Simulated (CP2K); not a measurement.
Runs of CP2K 2026.2 on HfIn4SiO6. The typed cell holds 12 atoms: a = 5.699 Å, b = 6.149 Å, c = 7.308 Å, α = 98.49°, β = 111.85°, γ = 96.55°. The cell was built by a generator and needn't be a form met in nature.

```tsv
task	level	potentials or basis	cell	k mesh	EXTRAPOLATION	optimiser	most steps	KEEP_SPACE_GROUP	force threshold (eV/A)	pressure (GPa)	largest force (eV/Å)
relaxation of cell and atoms	PBEsol	POTENTIAL_UZH Hf GTH-PBE-q12, In GTH-PBE-q13, Si GTH-PBE-q4, O GTH-PBE-q6; DZVP-MOLOPT-PBE-GTH basis	relaxed	4 × 4 × 3	USE_PREV_P	BFGS	40	yes	0.05 eV/Å	0.0	-
band structure	PBEsol	POTENTIAL_UZH Hf GTH-PBE-q12, In GTH-PBE-q13, Si GTH-PBE-q4, O GTH-PBE-q6; TZVP-MOLOPT-PBE-GTH basis	as given	5 × 5 × 4	-	-	-	-	-	(a)	(b)
band structure	LDA	POTENTIAL_UZH Hf GTH-PBE-q12, In GTH-PBE-q13, Si GTH-PBE-q4, O GTH-PBE-q6; TZVP-MOLOPT-PBE-GTH basis	as given	5 × 5 × 4	-	-	-	-	-	-4.5	0.74
band structure	RPBE	POTENTIAL_UZH Hf GTH-PBE-q12, In GTH-PBE-q13, Si GTH-PBE-q4, O GTH-PBE-q6; TZVP-MOLOPT-PBE-GTH basis	as given	5 × 5 × 4	-	-	-	-	-	1.4	0.56
```

Alike in all rows: no spin polarisation; smearing fermi-dirac 0.05 eV.

Question: Estimate the missing entries.

Answer: (a) -3.0; (b) 0.61.

Caveats: the potentials were made for another functional, which shifts forces and pressure; the basis of atomic orbitals isn't converged, which shifts pressures, moduli and gaps; the forces don't sum to zero, a sign of grid noise (some runs).
